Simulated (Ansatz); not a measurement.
# CClFGeN radical: small, medium and large basis sets

How large a basis does CClFGeN radical need? Two functionals are run in growing sets.

Program: Ansatz 0.2.0, Gaussian basis. Level of theory: one geometry, several basis sets. These are calculated values, not measurements.

The runs, in order: PBE0-D4/def2-SVP; ωB97M-V/def2-SVP; PBE0-D4/def2-QZVPP; ωB97M-V/def2-QZVPP; the functionals' def2-TZVPP values are taken from earlier runs.

## Step 1: Structure used throughout

The geometry comes from an earlier relaxation with PBE0-D4 in a triple-zeta def2 set; it is a stationary point.

5 atoms, charge 0, spin multiplicity 2.

Atoms are counted from 1 here; the program's logs count them from 0.

Bond lengths: N1–C2 1.153 Å, C2–Ge3 1.929 Å, Ge3–F4 1.725 Å, Ge3–Cl5 2.128 Å. Angles: N1–C2–Ge3 173.2°, C2–Ge3–F4 104.9°, C2–Ge3–Cl5 108.6°, F4–Ge3–Cl5 108.1°.

## Step 2: PBE0-D4 in def2-SVP

Contents of in.yaml:

```yaml
crystal:
  periodic: [false, false, false]
  atoms:
    - {symbol: N, position_ang: [1.169831, -1.332914, 1.556967]}
    - {symbol: C, position_ang: [0.647723, -0.754991, 0.707349]}
    - {symbol: Ge, position_ang: [-0.063156, 0.127159, -0.853433]}
    - {symbol: F, position_ang: [-1.722132, -0.342972, -0.913373]}
    - {symbol: Cl, position_ang: [0.017534, 2.230120, -0.539009]}
basis:
  gaussian: {orbitals: def2-SVP}
magnetization: {spin_polarized: true, initial_magnetization: 1}
hamiltonian: {xc: pbe0, dispersion: d4}
output: {orbitals: {seedname: orbitals}}
```

On the command line:

```
$ ansatz run in.yaml --threads 4 --pin off --events-out ev --progress --plain --max-ram 10444MiB
```

After this run come: ωB97M-V in def2-SVP; PBE0-D4 in def2-QZVPP; ωB97M-V in def2-QZVPP.

Q: Predict the results of all the runs planned. Wanted: PBE0-D4: double and triple zeta above quadruple; ωB97M-V: double and triple zeta above quadruple.

**Answer**, as computed:

```
                                       quantity           value
PBE0-D4: double and triple zeta above quadruple  19.73, 1.87 eV
ωB97M-V: double and triple zeta above quadruple  19.72, 1.79 eV
```

What this shows: PBE0-D4 gains 17.87 eV from double to triple zeta, then 1.87 eV more. Total energies overstate the basis error of differences, where much of it tends to cancel.
